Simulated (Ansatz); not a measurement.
This script makes a ladder of basis sets of BBrH2S, SMILES SBBr with the Ansatz DFT code, driven from Python.

The script, `basis.py`:
```python
"""How the energy of BBrH2S converges with the basis."""

import ansatz as az

bbrh2s = (
    az.Crystal.molecule()
    .atom("S", (-1.3277, 0.4716, 0.1457))
    .atom("B", (0.4305, 0.0349, 0.3136))
    .atom("Br", (0.9137, -1.8858, 0.4704))
    .atom("H", (-1.237, 0.4391, -1.2727))
    .atom("H", (1.2705, 0.8666, 0.3016))
)

job = bbrh2s.calculation().functional("hf")

energies = {}
for basis in ["cc-pVDZ", "cc-pVTZ"]:
    r = job.basis(gaussian=basis).run(threads=1).report
    size = r["n_frozen"] + r["n_occupied"][0] + r["n_virtual"][0]
    energies[basis] = (r["reference_energy_ev"] / 27.211386246, r["free_energy_ev"] / 27.211386246)
    print(f"{basis:14s} {size:4d} orbitals  reference {energies[basis][0]:14.6f} Ha  total {energies[basis][1]:14.6f} Ha")

last = energies["cc-pVTZ"][1]
for basis, (_, total) in energies.items():
    print(f"{basis:14s} lies {27.211386 * (total - last):9.4f} eV above cc-pVTZ")
```

How far does the total energy move along this ladder of basis sets?

Against cc-pVDZ: cc-pVTZ -98.0 mHa. The last step alone is -98.04 mHa. From the first set to the last the time grows from 0.9 to 1.4 s.

The run itself:

```console
$ python basis.py
cc-pVDZ          69 orbitals  reference   -2995.801698 Ha  total   -2995.801698 Ha
cc-pVTZ         135 orbitals  reference   -2995.899741 Ha  total   -2995.899741 Ha
cc-pVDZ        lies    2.6679 eV above cc-pVTZ
cc-pVTZ        lies    0.0000 eV above cc-pVTZ
```

The drop along the ladder measures the basis error, and is no property of the molecule. The geometry is a force-field or estimated start, not a minimum of this method, and the last set is no limit. Much of the fall in a total is atomic energy, which cancels in bond and reaction energies. For Al to Cl the sets with a tight d function, cc-pV(X+d)Z, are usual. Timing: 2.8 s on 1 thread of Arm Neoverse V1 (shared host), peak memory 0.3 GiB.
